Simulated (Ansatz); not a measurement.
# Si2H6O + AsH3: a complex and its separated parts, part 2 of 3

Ansatz 0.2.0, Gaussian basis.

## (9) PBE0-D4/def2-TZVPP

The inputs:

parta/in.yaml

```yaml
crystal:
  periodic: [false, false, false]
  atoms:
    - {symbol: Si, position_ang: [-0.478399, -0.144429, 1.323897]}
    - {symbol: Si, position_ang: [0.243746, -2.463650, 0.929468]}
    - {symbol: H, position_ang: [-1.738783, 0.140841, 0.601682]}
    - {symbol: H, position_ang: [-0.675066, 0.061760, 2.784030]}
    - {symbol: O, position_ang: [0.573928, 0.983355, 0.744785]}
    - {symbol: H, position_ang: [1.010415, -1.425753, 1.775237]}
    - {symbol: H, position_ang: [-1.062465, -1.967157, 1.601137]}
    - {symbol: H, position_ang: [0.033053, -1.412238, -0.171251]}
    - {symbol: H, position_ang: [1.433349, 1.045619, 1.164068]}
basis:
  gaussian: {orbitals: def2-TZVPP}
hamiltonian: {xc: pbe0, dispersion: d4}
output: {orbitals: {seedname: orbitals}}
```

partb/in.yaml

```yaml
crystal:
  periodic: [false, false, false]
  atoms:
    - {symbol: H, position_ang: [-0.189843, 0.168181, -2.192993]}
    - {symbol: As, position_ang: [-0.258031, 1.673756, -2.402128]}
    - {symbol: H, position_ang: [1.248672, 1.816924, -2.246210]}
    - {symbol: H, position_ang: [-0.140776, 1.522692, -3.911626]}
basis:
  gaussian: {orbitals: def2-TZVPP}
hamiltonian: {xc: pbe0, dispersion: d4}
output: {orbitals: {seedname: orbitals}}
```

The same command starts each run, in its folder.

Command:

```console
$ ansatz run in.yaml --threads 8 --pin off --events-out ev --progress --plain --max-ram 19148MiB
```

Output in parta (excerpt; [...] marks lines left out):

```text
Functional definition: PBE0
  name "PBE0"
  cite "Adamo & Barone, J. Chem. Phys. 110, 6158 (1999) doi:10.1063/1.478522"
  cite "Perdew, Burke & Ernzerhof, Phys. Rev. Lett. 77, 3865 (1996) doi:10.1103/PhysRevLett.77.3865"
  parent pbe
[...]
1087 factors; their error is unknown
[...]
mean field -17891.91368570 eV, -657.5157003748 hartree, gradient 6.0e-5 eV, S^2 0.000000; 0 other end points of the search recorded, 0 dependent functions left out
reference -17891.91371499 eV, -657.5157014511 hartree; 21, 21 occupied and 178, 178 virtual orbitals, 1087 factors
Total energy: -17892.05900965 eV, -657.5210409315 hartree
```

partb printed (excerpt; [...] marks lines left out):

```text
[... 5 set-up lines as earlier in the session ...]
[...]
600 factors; their error is unknown
[...]
mean field -60882.36469381 eV, -2237.3856349484 hartree, gradient 3.1e-5 eV, S^2 0.000000; 0 other end points of the search recorded, 0 dependent functions left out
reference -60882.36471575 eV, -2237.3856357547 hartree; 18, 18 occupied and 72, 72 virtual orbitals, 600 factors
Total energy: -60882.39179710 eV, -2237.3866309760 hartree
```

They took 0.85 s (parta), 0.25 s (partb) on 8 threads of Arm Neoverse V2, shared host.

## (10) B3LYP-D4/def2-TZVPP

The same edit goes into each in.yaml of step 9 (parta, partb):

```diff
-hamiltonian: {xc: pbe0, dispersion: d4}
-output: {orbitals: {seedname: orbitals}}
+hamiltonian: {xc: {name: B3LYP}, dispersion: d4}
```

The same command starts each run, in its folder.

Command:

```console
$ ansatz run in.yaml --threads 8 --pin off --events-out ev --progress --plain --max-ram 19148MiB
```

parta printed (excerpt; [...] marks lines left out):

```text
Functional definition: B3LYP
  name "B3LYP"
  cite "Stephens, Devlin, Chabalowski & Frisch, J. Phys. Chem. 98, 11623 (1994) doi:10.1021/j100096a001"
[... 2 set-up lines as earlier in the session ...]
  cite "Vosko, Wilk & Nusair, Can. J. Phys. 58, 1200 (1980) doi:10.1139/p80-159"
[...]
1087 factors; their error is unknown
[...]
mean field -17902.12396938 eV, -657.8909213793 hartree, gradient 6.2e-5 eV, S^2 0.000000; 0 other end points of the search recorded, 0 dependent functions left out
reference -17902.12421648 eV, -657.8909304602 hartree; 21, 21 occupied and 178, 178 virtual orbitals, 1087 factors
Total energy: -17902.40610535 eV, -657.9012896850 hartree
```

Output in partb (excerpt; [...] marks lines left out):

```text
[... 6 set-up lines as earlier in the session ...]
[...]
593 factors; their error is unknown
[...]
mean field -60891.22394293 eV, -2237.7112063487 hartree, gradient 3.2e-5 eV, S^2 0.000000; 0 other end points of the search recorded, 0 dependent functions left out
reference -60891.22414172 eV, -2237.7112136542 hartree; 18, 18 occupied and 72, 72 virtual orbitals, 593 factors
Total energy: -60891.27846219 eV, -2237.7132098946 hartree
```

Times: 0.75 s (parta), 0.25 s (partb) on 8 threads of Arm Neoverse V2, shared host.

## (11) r2SCAN0-D4/def2-TZVPP

The same edit goes into each in.yaml of step 10 (parta, partb):

```diff
-hamiltonian: {xc: {name: B3LYP}, dispersion: d4}
+hamiltonian: {xc: {name: r2SCAN0}, dispersion: d4}
```

Each run has its own folder and the same command.

Command:

```console
$ ansatz run in.yaml --threads 8 --pin off --events-out ev --progress --plain --max-ram 19148MiB
```

Log of parta (excerpt; [...] marks lines left out):

```text
Functional definition: r2SCAN0
  name "r2SCAN0"
  cite "Bursch, Neugebauer, Ehlert & Grimme, J. Chem. Phys. 156, 134105 (2022) doi:10.1063/5.0086040"
[... 3 set-up lines as earlier in the session ...]
[...]
1087 factors; their error is unknown
[...]
mean field -17897.82927968 eV, -657.7330944440 hartree, gradient 3.8e-5 eV, S^2 0.000000; 0 other end points of the search recorded, 0 dependent functions left out
reference -17897.82928905 eV, -657.7330947883 hartree; 21, 21 occupied and 178, 178 virtual orbitals, 1087 factors
Total energy: -17897.87672203 eV, -657.7348379181 hartree
```

Output in partb (excerpt; [...] marks lines left out):

```text
[... 6 set-up lines as earlier in the session ...]
[...]
600 factors; their error is unknown
[...]
mean field -60889.18237303 eV, -2237.6361800386 hartree, gradient 2.4e-5 eV, S^2 0.000000; 0 other end points of the search recorded, 0 dependent functions left out
reference -60889.18237923 eV, -2237.6361802666 hartree; 18, 18 occupied and 72, 72 virtual orbitals, 600 factors
Total energy: -60889.19086166 eV, -2237.6364919901 hartree
```

Wall times: 1.4 s (parta), 0.5 s (partb) on 8 threads of Arm Neoverse V2, shared host.

## (12) BHLYP-D4/def2-TZVPP

Each input of step 11 (parta, partb) changes in the same lines:

```diff
-hamiltonian: {xc: {name: r2SCAN0}, dispersion: d4}
+hamiltonian: {xc: {name: BHLYP}, dispersion: d4}
```

One command serves all of them, each in its own folder.

Command:

```console
$ ansatz run in.yaml --threads 8 --pin off --events-out ev --progress --plain --max-ram 19148MiB
```

parta printed (excerpt; [...] marks lines left out):

```text
Functional definition: BHLYP
  name "BHLYP"
  cite "Becke, J. Chem. Phys. 98, 1372 (1993) doi:10.1063/1.464304"
[... 2 set-up lines as earlier in the session ...]
[...]
1151 factors; their error is unknown
[...]
mean field -17899.57572581 eV, -657.7972751552 hartree, gradient 2.2e-5 eV, S^2 0.000000; 0 other end points of the search recorded, 0 dependent functions left out
reference -17899.57589269 eV, -657.7972812879 hartree; 21, 21 occupied and 178, 178 virtual orbitals, 1151 factors
Total energy: -17899.79662893 eV, -657.8053931951 hartree
```

Log of partb (excerpt; [...] marks lines left out):

```text
[... 5 set-up lines as earlier in the session ...]
[...]
635 factors; their error is unknown
[...]
mean field -60889.36602280 eV, -2237.6429290431 hartree, gradient 1.1e-5 eV, S^2 0.000000; 0 other end points of the search recorded, 0 dependent functions left out
reference -60889.36615793 eV, -2237.6429340091 hartree; 18, 18 occupied and 72, 72 virtual orbitals, 635 factors
Total energy: -60889.40473035 eV, -2237.6443515194 hartree
```

Wall times: 0.7 s (parta), 0.25 s (partb) on 8 threads of Arm Neoverse V2, shared host.

## (13) CAM-B3LYP-D4/def2-TZVPP

Each input of step 12 (parta, partb) changes in the same lines:

```diff
-hamiltonian: {xc: {name: BHLYP}, dispersion: d4}
+hamiltonian: {xc: {name: CAM-B3LYP}, dispersion: d4}
```

The same command starts each run, in its folder.

Command:

```console
$ ansatz run in.yaml --threads 8 --pin off --events-out ev --progress --plain --max-ram 19148MiB
```

parta printed (excerpt; [...] marks lines left out):

```text
Functional definition: CAM-B3LYP
  name "CAM-B3LYP"
  cite "Yanai, Tew & Handy, Chem. Phys. Lett. 393, 51 (2004) doi:10.1016/j.cplett.2004.06.011"
  cite "Iikura, Tsuneda, Yanai & Hirao, J. Chem. Phys. 115, 3540 (2001) doi:10.1063/1.1383587"
[... 2 set-up lines as earlier in the session ...]
[...]
  # Exact exchange under (alpha + beta erf(omega r))/r, Becke's under what is left of 1/r.
[...]
1087 factors; their error is unknown
282 factors; integrals over basis functions are off by at most 1.8e-5 eV
[...]
mean field -17900.32667952 eV, -657.8248721950 hartree, gradient 1.7e-5 eV, S^2 0.000000; 0 other end points of the search recorded, 0 dependent functions left out
reference -17900.32679971 eV, -657.8248766122 hartree; 21, 21 occupied and 178, 178 virtual orbitals, 1087 factors
Total energy: -17900.47413692 eV, -657.8302911548 hartree
```

Output in partb (excerpt; [...] marks lines left out):

```text
[... 6 set-up lines as earlier in the session ...]
[...]
  # Exact exchange under (alpha + beta erf(omega r))/r, Becke's under what is left of 1/r.
[...]
586 factors; their error is unknown
134 factors; integrals over basis functions are off by at most 9.1e-6 eV
[...]
mean field -60893.16896528 eV, -2237.7826846015 hartree, gradient 8.3e-5 eV, S^2 0.000000; 0 other end points of the search recorded, 0 dependent functions left out
reference -60893.16906232 eV, -2237.7826881679 hartree; 18, 18 occupied and 72, 72 virtual orbitals, 586 factors
Total energy: -60893.19593934 eV, -2237.7836758802 hartree
```

They took 0.86 s (parta), 0.3 s (partb) on 8 threads of Arm Neoverse V2, shared host.

## (14) wB97X-V/def2-TZVPP

Each input of step 13 (parta, partb) changes in the same lines:

```diff
-hamiltonian: {xc: {name: CAM-B3LYP}, dispersion: d4}
+hamiltonian: {xc: {name: wB97X-V}}
```

The same command starts each run, in its folder.

Command:

```console
$ ansatz run in.yaml --threads 8 --pin off --events-out ev --progress --plain --max-ram 19148MiB
```

parta printed (excerpt; [...] marks lines left out):

```text
Functional definition: wB97X-V
  name "wB97X-V"
  cite "Mardirossian & Head-Gordon, Phys. Chem. Chem. Phys. 16, 9904 (2014) doi:10.1039/C3CP54374A"
[... 2 set-up lines as earlier in the session ...]
[...]
      + integral(e_c_pw_opposite_spin*poly(b97_u_opposite, cos0, cos1)) + vv10(b, c)
1087 factors; their error is unknown
257 factors; integrals over basis functions are off by at most 1.3e-5 eV
[...]
mean field -17897.52180231 eV, -657.7217948587 hartree, gradient 3.2e-5 eV, S^2 0.000000; 0 other end points of the search recorded, 0 dependent functions left out
reference -17897.52180035 eV, -657.7217947868 hartree; 21, 21 occupied and 178, 178 virtual orbitals, 1087 factors
Total energy: -17897.52180035 eV, -657.7217947868 hartree
```

partb printed (excerpt; [...] marks lines left out):

```text
[... 5 set-up lines as earlier in the session ...]
[...]
      + integral(e_c_pw_opposite_spin*poly(b97_u_opposite, cos0, cos1)) + vv10(b, c)
586 factors; their error is unknown
124 factors; integrals over basis functions are off by at most 2.9e-5 eV
[...]
mean field -60884.22860087 eV, -2237.4541322696 hartree, gradient 3.0e-5 eV, S^2 0.000000; 0 other end points of the search recorded, 0 dependent functions left out
reference -60884.22859955 eV, -2237.4541322211 hartree; 18, 18 occupied and 72, 72 virtual orbitals, 586 factors
Total energy: -60884.22859955 eV, -2237.4541322211 hartree
```

Times: 2.2 s (parta), 0.5 s (partb) on 8 threads of Arm Neoverse V2, shared host.

## (15) wB97M-V/def2-TZVPP

Each input of step 14 (parta, partb) changes in the same lines:

```diff
-hamiltonian: {xc: {name: wB97X-V}}
+hamiltonian: {xc: {name: wB97M-V}}
```

Each run has its own folder and the same command.

Command:

```console
$ ansatz run in.yaml --threads 8 --pin off --events-out ev --progress --plain --max-ram 19148MiB
```

parta printed (excerpt; [...] marks lines left out):

```text
Functional definition: wB97M-V
  name "wB97M-V"
  cite "Mardirossian & Head-Gordon, J. Chem. Phys. 144, 214110 (2016) doi:10.1063/1.4952647"
[... 2 set-up lines as earlier in the session ...]
  # Of w^i u^j: cxij and so on, Table III.
[...]
  gx(w, u) = 1 - cx + cx01*u + cx10*w
[...]
      + integral(e_c_pw_mod_opposite_spin*gos(b97_w_opposite, b97_u_opposite)) + vv10(b, c)
1087 factors; their error is unknown
257 factors; integrals over basis functions are off by at most 1.3e-5 eV
[...]
mean field -17898.64990665 eV, -657.7632519287 hartree, gradient 2.9e-5 eV, S^2 0.000000; 0 other end points of the search recorded, 0 dependent functions left out
reference -17898.64995430 eV, -657.7632536800 hartree; 21, 21 occupied and 178, 178 virtual orbitals, 1087 factors
Total energy: -17898.64995430 eV, -657.7632536800 hartree
```

Log of partb (excerpt; [...] marks lines left out):

```text
[... 5 set-up lines as earlier in the session ...]
  # Of w^i u^j: cxij and so on, Table III.
[...]
  gx(w, u) = 1 - cx + cx01*u + cx10*w
[...]
      + integral(e_c_pw_mod_opposite_spin*gos(b97_w_opposite, b97_u_opposite)) + vv10(b, c)
581 factors; their error is unknown
124 factors; integrals over basis functions are off by at most 2.9e-5 eV
[...]
mean field -60886.05498271 eV, -2237.5212505641 hartree, gradient 7.1e-6 eV, S^2 0.000000; 0 other end points of the search recorded, 0 dependent functions left out
reference -60886.05501463 eV, -2237.5212517372 hartree; 18, 18 occupied and 72, 72 virtual orbitals, 581 factors
Total energy: -60886.05501463 eV, -2237.5212517372 hartree
```

Times: 2.4 s (parta), 0.65 s (partb) on 8 threads of Arm Neoverse V2, shared host.

## (16) B2PLYP/def2-TZVPP

Each input of step 15 (parta, partb) changes in the same lines:

```diff
-hamiltonian: {xc: {name: wB97M-V}}
+hamiltonian: {xc: {name: B2PLYP}}
```

The same command starts each run, in its folder.

Command:

```console
$ ansatz run in.yaml --threads 8 --pin off --events-out ev --progress --plain --max-ram 19148MiB
```

Output in parta (excerpt; [...] marks lines left out):

```text
Functional definition: B2PLYP
  name "B2PLYP"
  cite "Grimme, J. Chem. Phys. 124, 034108 (2006) doi:10.1063/1.2148954"
[... 2 set-up lines as earlier in the session ...]
[...]
1152 factors; integrals over basis functions are off by at most 7.8e-4 eV
[...]
mean field -17888.01424002 eV, -657.3723983890 hartree, gradient 3.2e-6 eV, S^2 0.000000; 0 other end points of the search recorded, 0 dependent functions left out
11 core orbitals not correlated: weight in the atoms' cores, before any rotation towards them, 1.000 or more for the frozen orbitals, at most 0.000 for the correlated occupied ones
reference -17888.01439592 eV, -657.3724041182 hartree; 10, 10 occupied and 178, 178 virtual orbitals, 1152 factors
second order -17.37412140 eV of doubles, -0.00000000 eV of singles
Total energy: -17892.70540869 eV, -657.5447956582 hartree
```

partb printed (excerpt; [...] marks lines left out):

```text
[... 5 set-up lines as earlier in the session ...]
[...]
537 factors; integrals over basis functions are off by at most 1.6e-3 eV
[...]
mean field -60877.05031365 eV, -2237.1903350800 hartree, gradient 9.6e-6 eV, S^2 0.000000; 0 other end points of the search recorded, 0 dependent functions left out
9 core orbitals not correlated: weight in the atoms' cores, before any rotation towards them, 1.000 or more for the frozen orbitals, at most 0.000 for the correlated occupied ones
reference -60877.05044006 eV, -2237.1903397253 hartree; 9, 9 occupied and 72, 72 virtual orbitals, 537 factors
second order -9.43907193 eV of doubles, -0.00000000 eV of singles
Total energy: -60879.59898948 eV, -2237.2839971891 hartree
```

They took 1.4 s (parta), 0.35 s (partb) on 8 threads of Arm Neoverse V2, shared host.

## (17) PBE-QIDH/def2-TZVPP

The same edit goes into each in.yaml of step 16 (parta, partb):

```diff
-hamiltonian: {xc: {name: B2PLYP}}
+hamiltonian: {xc: {name: PBE-QIDH}}
```

One command serves all of them, each in its own folder.

Command:

```console
$ ansatz run in.yaml --threads 8 --pin off --events-out ev --progress --plain --max-ram 19148MiB
```

parta printed (excerpt; [...] marks lines left out):

```text
Functional definition: PBE-QIDH
  name "PBE-QIDH"
  cite "Brémond, Sancho-García, Pérez-Jiménez & Adamo, J. Chem. Phys. 141, 031101 (2014) doi:10.1063/1.4890314"
[... 1 set-up line as earlier in the session ...]
[...]
1152 factors; integrals over basis functions are off by at most 7.8e-4 eV
[...]
mean field -17881.57581240 eV, -657.1357905382 hartree, gradient 9.5e-6 eV, S^2 0.000000; 0 other end points of the search recorded, 0 dependent functions left out
11 core orbitals not correlated: weight in the atoms' cores, before any rotation towards them, 1.000 or more for the frozen orbitals, at most 0.000 for the correlated occupied ones
reference -17881.57582429 eV, -657.1357909754 hartree; 10, 10 occupied and 178, 178 virtual orbitals, 1152 factors
second order -16.12283665 eV of doubles, -0.00000000 eV of singles
Total energy: -17886.95010318 eV, -657.3332920816 hartree
```

partb printed (excerpt; [...] marks lines left out):

```text
[... 4 set-up lines as earlier in the session ...]
[...]
537 factors; integrals over basis functions are off by at most 1.6e-3 eV
[...]
mean field -60870.65589467 eV, -2236.9553445168 hartree, gradient 3.8e-6 eV, S^2 0.000000; 0 other end points of the search recorded, 0 dependent functions left out
9 core orbitals not correlated: weight in the atoms' cores, before any rotation towards them, 1.000 or more for the frozen orbitals, at most 0.000 for the correlated occupied ones
reference -60870.65590362 eV, -2236.9553448455 hartree; 9, 9 occupied and 72, 72 virtual orbitals, 537 factors
second order -8.78921147 eV of doubles, -0.00000000 eV of singles
Total energy: -60873.58564078 eV, -2237.0630107002 hartree
```

Wall times: 1.4 s (parta), 0.35 s (partb) on 8 threads of Arm Neoverse V2, shared host.

(Continued in part 3 of 3.)
